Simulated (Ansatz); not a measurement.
# TiCo: the cost of one run

Computed with Ansatz 0.2.0 (DFT, PBE, PAW with Ansatz's default frozen-core files, scalar-relativistic, unless a step's input says otherwise).

## (1) The system as given

Symmetry: Pm-3m, No. 221, cubic system. Conventional cell: a = 2.986 Å, b = 2.986 Å, c = 2.986 Å, α = 90.00°, β = 90.00°, γ = 90.00°. Ti (site symmetry m-3m) has 8 Co at 2.59 Å as nearest neighbours. Co (site symmetry m-3m) has 8 Ti at 2.59 Å as nearest neighbours.

As a file:

```
Ti Co
1.0
     2.98611    0.00000    0.00000
     0.00000    2.98611    0.00000
     0.00000    0.00000    2.98611
Ti Co
1 1
Direct
  0.00000 0.00000 0.00000
  0.50000 0.50000 0.50000
```

Atoms are numbered in the order of the input: Ti1, Co2.

## (2) Free moments from the typed start, PAW

The input, input.yaml:

```yaml
crystal:
  lattice:
    - [2.98611099, 0.0, 0.0]
    - [0.0, 2.98611099, 0.0]
    - [0.0, 0.0, 2.98611099]
  atoms:
    - { symbol: Ti, position: [0.0, 0.0, 0.0], spin: -1.0 }
    - { symbol: Co, position: [0.5, 0.5, 0.5], spin: 2.0 }
magnetization:
  spin_polarized: true
kpoints:
  mp_grid: { grid: [13, 13, 13] }
scf:
  occupations: { method: fermi_dirac, width: 0.03 }
  lower_state_search: "off"
hamiltonian:
  xc: pbe
  pseudopotentials: { kind: paw }
output:
  forces: true
  stress: true
  eigenvalues: true
  populations: true
  dos: { projected: true, de: 0.1, e_range: [-8, 5] }
  write_density: true
  write_potential: true
  elf: true
  volumetric_format: npy
```

Command:

```console
$ ansatz run input.yaml --threads 1 --pin off --max-ram 3072MiB --backend cpu --events-out ev --progress --plain --runs-dir out
```

Q: Estimate wall time and peak memory on 1 thread of Arm Neoverse V1, shared host.

About 12 s, with a peak of 0.35 GiB.
